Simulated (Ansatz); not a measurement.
**Li: stress in a strained cell**

Aim: deform Li (equal xy, yz and zx engineering shear strains of +2 %) and compute stress, forces and field gradients with LAPW, PAW and all-electron datasets made for the crystal.

Program: Ansatz 0.2.0. Level of theory: DFT PBEsol, scalar-relativistic. These are calculated values, not measurements.

### Step 1. The system as given

It takes space group R-3m (No. 166, trigonal). The conventional cell has a = 3.101 Å, b = 3.101 Å, c = 22.765 Å, α = 90.00°, β = 90.00°, γ = 120.00°. Li (site symmetry -3m) has 12 Li at 3.10 Å as nearest neighbours. Around Li (site symmetry 3m) lie 12 Li at 3.09 to 3.10 Å.

As a file:

```xyz
3
Lattice="1.5505 0.8952 7.5883 -1.5505 0.8952 7.5883 0.0000 -1.7904 7.5883" Properties=species:S:1:pos:R:3 pbc="T T T"
Li    0.0000    0.0000    0.0000
Li    0.0000    0.0000    5.0538
Li    0.0000    0.0000   17.7111
```

Atoms are numbered in the order of the input: Li1, Li2, Li3.

### Step 2. After the deformation

Space group R-3m before, P-1 after.

### Step 3. Full-potential LAPW

Input file input.yaml:

```yaml
crystal:
  lattice:
    - [1.6353337756, 0.9865689849, 7.6127567996]
    - [-1.4656641558, 0.9555590055, 7.5817468203]
    - [0.0579793801, -1.7144789905, 7.5703963801]
  atoms:
    - { symbol: Li, position: [0.0, 0.0, 0.0] }
    - { symbol: Li, position: [0.222, 0.222, 0.222] }
    - { symbol: Li, position: [0.778, 0.778, 0.778] }
kpoints:
  mp_grid: { grid: [12, 12, 12] }
  band_path:
    path:
      - [0.0, 0.0, 0.0]
      - [-0.5, -0.5, -0.5]
      - [0.5, 0.0, 0.0]
      - [0.0, 0.0, 0.0]
      - [0.0, 0.0, 0.5]
      - [0.0, -0.5, 0.0]
      - [0.0, 0.0, 0.0]
      - [0.5, 0.0, 0.5]
      - [-0.5, -0.5, 0.0]
    npoints: 5
scf:
  occupations: { method: fermi_dirac, width: 0.05 }
hamiltonian:
  xc: pbesol
  pseudopotentials: { kind: all_electron, lapw: { basis_error: 0.001 } }
output:
  forces: true
  stress: true
  eigenvalues: true
```

Launch:

```
> ansatz run input.yaml --threads 1 --pin off --max-ram 6144MiB --backend cpu --events-out ev --progress --plain --runs-dir out
```

### Step 4. PAW on the default files

Input file input.yaml:

```yaml
crystal:
  lattice:
    - [1.6353337756, 0.9865689849, 7.6127567996]
    - [-1.4656641558, 0.9555590055, 7.5817468203]
    - [0.0579793801, -1.7144789905, 7.5703963801]
  atoms:
    - { symbol: Li, position: [0.0, 0.0, 0.0] }
    - { symbol: Li, position: [0.222, 0.222, 0.222] }
    - { symbol: Li, position: [0.778, 0.778, 0.778] }
kpoints:
  mp_grid: { grid: [12, 12, 12] }
scf:
  occupations: { method: fermi_dirac, width: 0.05 }
hamiltonian:
  xc: pbesol
  pseudopotentials: { kind: paw }
output:
  forces: true
  stress: true
  eigenvalues: true
  efg: { contact_densities: true }
  write_density: true
  write_potential: true
  elf: true
  volumetric_format: npy
```

### Step 5. Datasets made for this crystal

input.yaml: that of step 4 with these lines changed.

```diff
@@ -15,3 +15,3 @@
   xc: pbesol
-  pseudopotentials: { kind: paw }
+  pseudopotentials: { kind: all_electron, datasets: crystal }
 output:
@@ -21,5 +21 @@
   efg: { contact_densities: true }
-  write_density: true
-  write_potential: true
-  elf: true
-  volumetric_format: npy
```

(Steps that only read results are left out.)

What does the calculation give? Wanted: pressure; largest shear or deviatoric stress.

As calculated:

```
                                 quantity                                              value
                                 pressure  LAPW -0.53, PAW -0.53, crystal datasets -0.53 GPa
largest shear or deviatoric stress (LAPW)                                           0.19 GPa
```

**Reading.** The largest part of the stress beyond the pressure is 0.19 GPa in size, in the xy component; the atoms are carried along and not relaxed. No run of the undeformed cell stands beside it, so the pressure holds what the given cell had before the change. PAW: stress within 0.01 GPa of LAPW. Crystal datasets: stress within 0.01 GPa of LAPW.
